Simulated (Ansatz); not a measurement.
A nudged elastic band was laid between two geometries of a periodic cell of 17 atoms, TiSi$_{16}$ (host Si, host structure diamond, interstitial Ti).

Method: DFT LDA, scalar-relativistic, plane waves, PAW (Ansatz). Settings: PAW set soft_1, cutoff 420 eV, k mesh 2x2x2, fermi-dirac smearing 0.02 eV, no spin polarisation.

```yaml
movable_images: 5
climbing_image: yes
spring: 5.0 eV/Å²
optimiser: quadratic models (default)
start_path: IDPP
force_threshold: 0.05 eV/Å
iteration_limit: 40
end_points: relaxed
```

Image 0:

```xyz
17
Lattice="0.0000 5.4300 5.4300 5.4300 0.0000 5.4300 5.4300 5.4300 0.0000" Properties=species:S:1:pos:R:3
Si 0.033 0.028 0.074
Si 1.409 1.404 1.384
Si 2.744 2.739 0.031
Si 4.085 4.080 1.372
Si 2.725 0.042 2.764
Si 4.068 1.437 4.160
Si 5.464 2.782 2.750
Si 6.839 4.091 4.126
Si 0.047 2.720 2.764
Si 1.443 4.063 4.160
Si 2.787 5.459 2.750
Si 4.097 6.834 4.126
Si 2.770 2.765 5.486
Si 4.084 4.079 6.801
Si 5.477 5.472 5.441
Si 6.873 6.868 6.784
Ti 5.479 5.475 8.196
```

Image 6:

```xyz
17
Lattice="0.0000 5.4300 5.4300 5.4300 0.0000 5.4300 5.4300 5.4300 0.0000" Properties=species:S:1:pos:R:3
Si -0.036 -0.033 0.031
Si 1.301 1.304 1.378
Si 2.678 2.680 0.068
Si 4.054 4.058 1.370
Si 2.668 -0.009 2.757
Si 4.047 1.304 4.124
Si 5.356 2.681 2.747
Si 6.701 4.076 4.153
Si -0.012 2.670 2.758
Si 1.301 4.050 4.124
Si 2.679 5.359 2.748
Si 4.074 6.703 4.154
Si 2.669 2.671 5.437
Si 4.064 4.067 6.791
Si 5.381 5.382 5.477
Si 6.702 6.706 6.782
Ti 8.099 8.101 8.188
```

Task: Which bonds break or form, and what moves?

Result: Contacts lost: Si1–Ti17, Si6–Ti17, Si10–Ti17, Si15–Ti17. Contacts made: Si3–Ti17, Si8–Ti17, Si12–Ti17, Si13–Ti17. The atom that moves furthest is Ti17, by 3.71 Å; four of its nearest neighbours are Si14 2.42, Si10 2.42, Si6 2.42, Si16 2.42 Å at the first end and Si14 2.42, Si16 2.42, Si8 2.42, Si12 2.42 Å at the last.

Task: What energy profile does the band end with?

Result: The run converged. The highest image is number 1 of 0 to 6, 1.74 eV above the ends, which have the same energy within 2 meV. The profile has 2 maxima (images 1, 4) with wells between them (image 3): this band takes more than one step, which may be the mechanism or a detour left from its start path. Neighbouring images differ by up to 1.7 eV, so the band resolves the path poorly. By the program's own check the climbing image is a first-order saddle point (lowest curvatures found: -4.52 and 0.21 eV/Å²). Limits of this set-up: coarse k mesh, PAW files made for another functional, a small cell, in which the defect meets its images.

| image | path coordinate (Å) | energy (eV) | Si1–Ti17 (Å) | Si6–Ti17 (Å) | Si10–Ti17 (Å) |
| --- | --- | --- | --- | --- | --- |
| 0 | 0.00 | 0.00 | 2.74 | 2.42 | 2.42 |
| 1 | 1.32 | 1.74 | 2.43 | 2.42 | 2.42 |
| 2 | 2.26 | 0.25 | 2.41 | 2.65 | 2.65 |
| 3 | 3.19 | 0.12 | 2.40 | 2.83 | 2.83 |
| 4 | 4.12 | 1.60 | 2.85 | 3.34 | 3.33 |
| 5 | 5.05 | 0.74 | 3.86 | 4.06 | 4.06 |
| 6 | 5.98 | 0.00 | 4.68 | 4.49 | 4.49 |

Task: What is the geometry of the highest image?

Result: 
```xyz
17
Lattice="0.0000 5.4300 5.4300 5.4300 0.0000 5.4300 5.4300 5.4300 0.0000" Properties=species:S:1:pos:R:3:forces:R:3
Si -0.060 -0.064 0.137 -0.02 -0.02 0.02
Si 1.329 1.325 1.384 0.01 0.01 -0.01
Si 2.558 2.553 -0.179 0.01 0.01 0.00
Si 3.931 3.926 1.167 -0.01 -0.01 0.00
Si 2.724 0.079 2.799 0.00 0.00 0.00
Si 3.972 1.476 4.188 0.01 0.01 0.00
Si 5.337 2.838 2.601 0.00 0.02 -0.01
Si 6.728 4.082 4.002 0.01 -0.01 0.00
Si 0.082 2.720 2.798 0.00 0.00 0.00
Si 1.479 3.968 4.187 0.01 0.01 0.00
Si 2.841 5.333 2.600 0.02 0.00 0.00
Si 4.086 6.723 4.001 -0.01 0.01 0.00
Si 2.894 2.891 5.620 0.00 0.00 -0.01
Si 4.257 4.254 6.981 0.01 0.01 0.01
Si 5.485 5.481 5.416 0.00 0.00 -0.01
Si 6.882 6.879 6.640 0.00 0.00 0.04
Ti 6.116 6.113 8.813 -0.04 -0.05 -0.05
```

The band took 21 iterations and about 24 core-minutes.

Run time: 25 min on 1 thread of Arm Neoverse V1 (shared host), peak memory 0.84 GiB.
